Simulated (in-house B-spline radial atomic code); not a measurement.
**Xe⁵³⁺: Hartree-Fock with and without relativity**

How do the shells of Xe⁵³⁺ move when the Schrödinger Hamiltonian gives way to Dirac's?

Method: Hartree-Fock averaged over the configuration, non-relativistic (point nucleus) and Dirac-Coulomb (finite nucleus); spherical all-electron atom at the radial basis limit. Code: in-house B-spline radial atomic code version 1.

## Step 1: The system

```
element       : xenon (Z = 54)
charge        : +53
electrons     : 1
configuration : 1s1
nucleus       : point (non-relativistic run); Fermi, rms radius 4.786 fm (Dirac runs)
```

## Step 2: Non-relativistic run

Settings, as recorded:

```ini
Z = 54
electrons = 1.0
configuration = 1s1
hamiltonian = nr
method = hf
spin_polarised = False
```

## Step 3: Dirac-Coulomb run

Settings, as recorded:

```ini
Z = 54
electrons = 1.0
configuration = 1s1
hamiltonian = dirac
method = hf
spin_polarised = False
nucleus = fermi
rms_radius = 4.7859
mass_number = 132
atomic_mass = 131.90415508346
speed_of_light = 137.035999084
```

Q: How much does each shell's level and mean radius change with the Dirac Hamiltonian, and the total energy?

As calculated:

Levels and radii; the Dirac values are averaged over j with the occupations as weights.

| shell | ε non-rel. (eV) | ε Dirac (eV) | <r> non-rel. (bohr) | <r> Dirac (bohr) | change of <r> (%) |
| --- | --- | --- | --- | --- | --- |
| 1s | -39674.2 | -41343.8 | 0.02778 | 0.02628 | -5.39 |

**Reading.** The Dirac run lies -61.36 hartree (-4.2 %) from the non-relativistic one; the finite nucleus has a part in that. First-order perturbation theory (mass-velocity plus Darwin) gives -55.71 hartree, which is 91 % of the full shift. The 1s shell changes by -5.39 %.
